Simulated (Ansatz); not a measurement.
Consider a convergence test of the plane-wave cutoff of SrMg₃, space group Pm-3m (the Ansatz DFT code, driven from Python).

`srmg3_ecut.py`:
```python
# -*- coding: utf-8 -*-
import ansatz

cell = (
    ansatz.Lattice.from_parameters(4.942526, 4.942526, 4.942526, alpha=90.0, beta=90.0, gamma=90.0)
    .atom("Sr", (0.0, 0.0, 0.0))
    .atom("Mg", (0.5, 0.5, 0.0))
    .atom("Mg", (0.5, 0.0, 0.5))
    .atom("Mg", (0.0, 0.5, 0.5))
)

base = (
    cell.calculation()
    .functional("pbesol")
    .occupations("methfessel_paxton", width=50 * ansatz.meV)
    .kpoints(density=3.4)
)

rows = []
for value in [250, 350, 450, 550]:
    rep = base.basis(value).run(threads=1, backend="cpu").report
    rows.append((value, rep["free_energy_ev"] / len(rep["lattice"]["sites"]), rep["n_iterations"], rep["n_pw"]))

print(" cutoff (eV)   F/atom (eV)    iterations   plane waves")
for row in rows:
    print(f"{str(row[0]):>12s}  {row[1]:12.5f}  {row[2]:12d}  {row[3]:12d}")

for row in rows[:-1]:
    shift = 1000 * (row[1] - rows[-1][1])
    print(f"{row[0]}: {shift:+.2f} meV/atom" + ("  (within 2 meV)" if abs(shift) < 2 else ""))
```

From which cutoff on is the energy per atom within 2 meV of the last row, and how does it get there?

From 350 eV on it stays within 2 meV an atom of the value at 550 eV; the first row (250 eV) is off by 167.5 meV and the last but one by 0.08 meV. The energy falls steadily, as expected when plane waves are added.

What the script printed:

```console
$ python srmg3_ecut.py
DeckWarning: basis.ecutwfc = 250 eV is below the records' recommended 420 eV, and the density's cutoff is lower with it unless basis.ecutrho_ratio is high enough to keep the records' density cutoff: compare with a run at a higher cutoff
DeckWarning: basis.ecutwfc = 350 eV is below the records' recommended 420 eV, and the density's cutoff is lower with it unless basis.ecutrho_ratio is high enough to keep the records' density cutoff: compare with a run at a higher cutoff
 cutoff (eV)   F/atom (eV)    iterations   plane waves
         250   -2306.90397             6          1045
         350   -2307.07041             6          1791
         450   -2307.07142             6          2601
         550   -2307.07151             6          3575
250: +167.54 meV/atom
350: +1.09 meV/atom  (within 2 meV)
450: +0.08 meV/atom  (within 2 meV)
```
(Warnings from the package without file and line.)

Notes:
- For a metal this k-point mesh is coarse: on a finer one energies can move by several to tens of meV an atom and pressures by half a GPa or more, differences at one mesh by less.
- This cell is a computed structure, which may not be the phase found in nature.
- Shifts are counted from the last row, which is itself no proven limit.
- Wall time of the script: 4.6 s on 1 thread of Intel(R) Xeon(R) CPU @ 2.60GHz (Ice Lake), on a shared host, peak memory 0.54 GiB.

(A comment or docstring line of the script was reworded after the run, the code is as it ran; lines on the test bed's own set-up are left out of the output.)
